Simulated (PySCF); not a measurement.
# CH8OSi3: the cost of one run

Computed with PySCF 2.14.0, with density-fitted response routines of our own, on a single molecule in the gas phase. Atoms count from 0, in the outputs and in this text.

## (1) The starting structure

13 atoms, charge 0, multiplicity 1; geometry from: GFN2-xTB. The atoms were then displaced at random by about 0.01 Å, so the start is not that level's minimum.

Bonds of the start (Å): Si0–Si1 2.31, Si1–C2 1.94, C2–Si3 1.89, Si3–O4 1.63, O4–Si1 1.69, Si0–H5 1.43, Si0–H6 1.48, Si0–H7 1.47, Si1–H8 1.49, C2–H9 1.08, C2–H10 1.09, Si3–H11 1.48, Si3–H12 1.45.

## (2) Geometry optimisation at PBE0-D3(BJ)/def2-SVP

Job settings and geometry (Å):

```
{"job": {"xc": "PBE0", "basis": "def2-SVP", "d3": "d3bj", "grid": 1, "shake": 0.01, "kind": "geom"}, "charge": 0, "multiplicity": 1}
Si     2.345510     0.028790     0.209940
Si     0.119100    -0.079390     0.831810
C     -1.217380     0.975830    -0.101100
Si    -1.740670    -0.712150    -0.776710
O     -0.561320    -1.430940     0.088060
H      2.989860    -1.233290     0.027450
H      2.555330     0.794060    -1.043580
H      3.088090     0.779640     1.238850
H     -0.226440    -0.187550     2.274170
H     -0.826180     1.682510    -0.818390
H     -1.922070     1.505070     0.537640
H     -3.051620    -1.197880    -0.283230
H     -1.546390    -0.941580    -2.195250
```

Started as:

```
$ OMP_NUM_THREADS=1 python probes_run.py task.json out
```

This one command runs all jobs of the session in turn.

**Question.** How long does this first job take on 1 thread of AMD EPYC 9R45, shared host, and how much memory does it need?

About 32 s, with a peak of 0.52 GiB.
